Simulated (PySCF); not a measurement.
# CuHMg (Cu ... HMg): the cost of one run

Computed with PySCF 2.14.0 and routines of our own; the level stands in each step. Atoms count from 0.

## Step 1: The starting structure

3 atoms, charge 0, high-spin multiplicity 3; geometry from: GFN2-xTB fragments, placed rigidly.

The system (radical pair): Cu···HMg. The radical centres are 7.10 Å apart; the spin sites are atom 0 (1 unpaired) and atoms 1, 2 (1 unpaired).

## Step 2: Magnetic exchange: CASSCF and SC-NEVPT2/def2-TZVP (2,2)

The job: settings as JSON, then the geometry in Å.

```
{"job": {"kind": "cas", "basis": "def2-TZVP", "active": "magnetic", "zfs": true}, "charge": 0, "high_spin_multiplicity": 3, "spin_sites": [[[0], 1], [[1, 2], 1]]}
Cu     0.000000    -0.000000    -5.346600
Mg     0.000000    -0.000000     1.751400
H     -0.000000     0.000000     3.595300
```

Method: CASSCF and SC-NEVPT2/def2-TZVP spin states, gas phase.

Launch:

```console
$ OMP_NUM_THREADS=1 python exch_run.py task.json out
```

One launch serves the whole session: the jobs run in the order shown.

**Question.** How long does this run take on 1 thread of Arm Neoverse N1, shared host?

About 3.8 s.
